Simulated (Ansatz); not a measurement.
Wanted: the native input for an Ansatz 0.2.0 run.

- Task: density of states
- Functional: PBE
- Potentials or basis: all-electron PAW datasets made for the crystal
- Cutoff: 440 eV (chosen from the basis error)
- k mesh: 6 × 6 × 4
- Occupations: fermi-dirac, width 0.05 eV
- Spin: collinear spin, ferromagnetic start
- Starting moments: [1.0, 1.0, 0.0, 0.6, 0.0] μB

The system is NiMoIrPdW.

```
Ni Mo Pd Ir W
1.0
     4.11705    0.00000    0.00000
    -2.05853    3.56547    0.00000
     0.00000    0.00000    5.44580
Ni Mo Pd Ir W
1 1 1 1 1
Direct
  0.00000 0.00000 0.95775
  0.66667 0.33333 0.96161
  0.66667 0.33333 0.46295
  0.33333 0.66667 0.72572
  0.33333 0.66667 0.23642
```

The cell was built by a generator and needn't be a form met in nature.

One way to write it, as run:

input.yaml

```yaml
crystal:
  lattice:
    - [4.11705, 0.0, 0.0]
    - [-2.05853, 3.56547, 0.0]
    - [0.0, 0.0, 5.4458]
  atoms:
    - { symbol: Ni, position: [0.0, 0.0, 0.95775], spin: 1.0 }
    - { symbol: Mo, position: [0.66667, 0.33333, 0.96161], spin: 1.0 }
    - { symbol: Pd, position: [0.66667, 0.33333, 0.46295] }
    - { symbol: Ir, position: [0.33333, 0.66667, 0.72572], spin: 0.6 }
    - { symbol: W, position: [0.33333, 0.66667, 0.23642] }
kpoints:
  mp_grid: { grid: [6, 6, 4] }
scf:
  occupations: { method: fermi_dirac, width: 0.05 }
hamiltonian:
  xc: pbe
  pseudopotentials: { kind: all_electron, datasets: crystal }
magnetization:
  spin_polarized: true
output:
  forces: true
  stress: true
  eigenvalues: true
  dos: { projected: false, de: 0.1, e_range: [-20, 10] }
```

Potentials or basis: all-electron PAW datasets made for the crystal.

Launch:

```console
$ ansatz run input.yaml --threads 8 --pin off --max-ram 24576MiB --backend cpu --events-out ev --progress --plain --runs-dir out
```

It gave:

The pressure is 0.0 GPa. The largest force is 0.168 eV/Å and the band gap on the k mesh is none (metal or under the smearing width). The net moment is 0.00 μB per cell and the absolute moment is 0.00 μB per cell.

Caveat: the k mesh is thin for a metal, which can move the energy by tens of meV per atom; the program warned that the printed levels may be off, so bands, gaps and densities of states are rough; the starting moments weren't kept.

Wall time 41 s on 8 threads of AMD EPYC 7R43 64-Core Processor (Zen 3), on a shared host, peak memory 2.9 GiB.
